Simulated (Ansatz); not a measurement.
# SiGeH2+ (doublet): wave-function methods side by side, cc-pVDZ

Aim: climb from Hartree-Fock through coupled cluster and multireference methods for SiGeH2+ (doublet) at one geometry and basis, and see what each rung misses.

The runs use Ansatz 0.2.0, Gaussian basis; cc-pVDZ, core rule «outside noble gas», up to 19 orbitals frozen.

To be run: UHF; CCSD(T) on ROHF; CCSD(T) on UHF; BCCD(T) on ROHF; CISD; CCSDT(Q) on ROHF; CCSDT(Q) on UHF; CASSCF and MRCISD+Q, 9 electrons in 10 orbitals; CASSCF and MRCISD+Q(relaxed), 9 electrons in 10 orbitals; CASSCF and NEVPT2, 9 electrons in 10 orbitals.

23 further runs of the same task are left out: 7 that didn't finish, 16 set aside as unsound or not needed.

### Step 1. The system

The geometry is a PBE0/def2-TZVP stationary point (not a proven minimum) of the parent state, kept for this charge and spin. No spin-orbit coupling is included. The filled d shell of Ge may be among the frozen orbitals whatever the setting's name suggests; the logs give the count.

4 atoms, charge 1, spin multiplicity 2.

Atoms are counted from 1 here; the program's logs count them from 0.

Bond lengths: Si1–Ge2 2.328 Å, Ge2–H3 1.551 Å, Ge2–H4 1.551 Å. Angles: Si1–Ge2–H3 127.4°, Si1–Ge2–H4 127.4°, H3–Ge2–H4 105.3°.

### Step 2. UHF

File in.yaml:

```yaml
crystal:
  periodic: [false, false, false]
  atoms:
    - {symbol: Si, position_ang: [0.000000, 0.000000, 1.710377]}
    - {symbol: Ge, position_ang: [0.000000, 0.000000, -0.618031]}
    - {symbol: H, position_ang: [0.000000, 1.233005, -1.559134]}
    - {symbol: H, position_ang: [0.000000, -1.233005, -1.559134]}
basis:
  gaussian: {orbitals: cc-pVDZ}
total_charge: 1
magnetization: {spin_polarized: true, initial_magnetization: 1}
hamiltonian: {xc: hf}
output: {orbitals: {seedname: orbitals}}
```

Launch:

```bash
ansatz run in.yaml --threads 1 --pin off --events-out ev --progress --plain --max-ram 2393MiB
```

The runs that follow: CCSD(T) on ROHF; CCSD(T) on UHF; BCCD(T) on ROHF; CISD; CCSDT(Q) on ROHF; CCSDT(Q) on UHF; CASSCF and MRCISD+Q, 9 electrons in 10 orbitals; CASSCF and MRCISD+Q(relaxed), 9 electrons in 10 orbitals; CASSCF and NEVPT2, 9 electrons in 10 orbitals.

Before running them: what should the planned runs give, taken together? Wanted: UCCSDT(Q) below the RHF energy; RMP2 from UCCSDT(Q); UMP2 from UCCSDT(Q); RCCSD from UCCSDT(Q); RCCSD(T) from UCCSDT(Q); UCCSD(T) from UCCSDT(Q); RCCSDT(Q) from UCCSDT(Q); NEVPT2 valence from UCCSDT(Q); MRCISD+Q valence from UCCSDT(Q).

**Answer**, as computed:

```
                                quantity                                                                   value
          UCCSDT(Q) below the RHF energy                                                              -4.9504 eV
                     RMP2 from UCCSDT(Q)                                                           +121.3 kJ/mol
                     UMP2 from UCCSDT(Q)                                                           +122.5 kJ/mol
                    RCCSD from UCCSDT(Q)                                                            +19.1 kJ/mol
                 RCCSD(T) from UCCSDT(Q)                                                             +4.6 kJ/mol
                 UCCSD(T) from UCCSDT(Q)                                                             +4.6 kJ/mol
                RCCSDT(Q) from UCCSDT(Q)                                                             +0.1 kJ/mol
           NEVPT2 valence from UCCSDT(Q)                                                            +72.4 kJ/mol
         MRCISD+Q valence from UCCSDT(Q)                                                             +1.4 kJ/mol
MRCISD+Q(relaxed) valence from UCCSDT(Q)                                                             -2.2 kJ/mol
       levels within 1 kcal/mol (43 meV)  RCCSDT, UCCSDT, RCCSDT(Q), MRCISD+Q valence, MRCISD+Q(relaxed) valence
                           T1 diagnostic                                                                   0.022
          effectively unpaired electrons                                                                    1.08
```

What this shows: RCCSD(T) misses by +4.6 kJ/mol, 1.0 % of the correlation energy. One determinant dominates. Of the multireference levels listed MRCISD+Q valence comes nearest in total energy (+1.4 kJ/mol), which doesn't show that its space is the better one. These misses are within one basis, not against nature; the frozen cores of restricted and unrestricted runs differ, which can shift their rows.
